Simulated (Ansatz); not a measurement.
Crystal: Ba2Tl5V3O12.

```xyz
22
Lattice="4.2370 2.4462 6.1284 -4.2370 2.4462 6.1284 0.0000 -4.8924 6.1284" Properties=species:S:1:pos:R:3 pbc="T T T"
Ba    0.0000    0.0000    9.1926
Ba    0.0000    0.0000    0.0000
V     0.0000    2.4462    6.1284
V    -2.1185   -1.2231    6.1284
V     2.1185   -1.2231    6.1284
Tl    0.0000   -2.4462    3.0642
Tl    2.1185    1.2231    3.0642
Tl   -2.1185    1.2231    3.0642
Tl    0.0000    0.0000   13.6133
Tl    0.0000    0.0000    4.7719
O     2.6932   -0.0671    7.4143
O    -1.2885    2.3659    7.4143
O    -1.4047   -2.2988    7.4143
O    -1.4047    2.2988   10.9708
O     2.6932    0.0671   10.9708
O    -1.2884   -2.3659   10.9708
O    -2.6932    0.0671   10.9708
O     1.2884   -2.3659   10.9708
O     1.4047    2.2988   10.9708
O     1.4047   -2.2988    7.4143
O    -2.6932   -0.0671    7.4143
O     1.2885    2.3659    7.4143
```

The cell was built by a generator and needn't be a form met in nature.

Program: Ansatz 0.2.0. Alike in all runs: cell as given; smearing fermi-dirac 0.05 eV.

**Question.** Order these runs on this cell by their pressure, lowest first.
A. level PBE; potentials or basis Ansatz NC; spin collinear, ferromagnetic start; k mesh 4 × 4 × 4; cutoff (eV) 1240
B. level PBE+U; potentials or basis Ansatz PAW; spin collinear, ferromagnetic start; U V d U = 6 eV; k mesh 4 × 4 × 4; cutoff (eV) 420; hubbard projectors ortho-atomic (the default); double counting fll (the default)
C. level PBE+U; potentials or basis Ansatz PAW; spin collinear, ferromagnetic start; U V d U = 8 eV; k mesh 4 × 4 × 4; cutoff (eV) 420; hubbard projectors ortho-atomic (the default); double counting fll (the default)
D. level r2SCAN; potentials or basis Ansatz PAW; spin non-collinear, ferromagnetic start, SOC; k mesh 3 × 3 × 3; cutoff (eV) 500; points for each segment of the path 10

**Answer.** D (-3.8 GPa), A (0.0 GPa), B (2.1 GPa), C (5.1 GPa).

Caveats: the magnetic or orbital state may not be the lowest (some runs); the PAW data sets come from PBE, with cores solved anew for the run's functional, which leaves a small shift of forces and pressure (some runs).
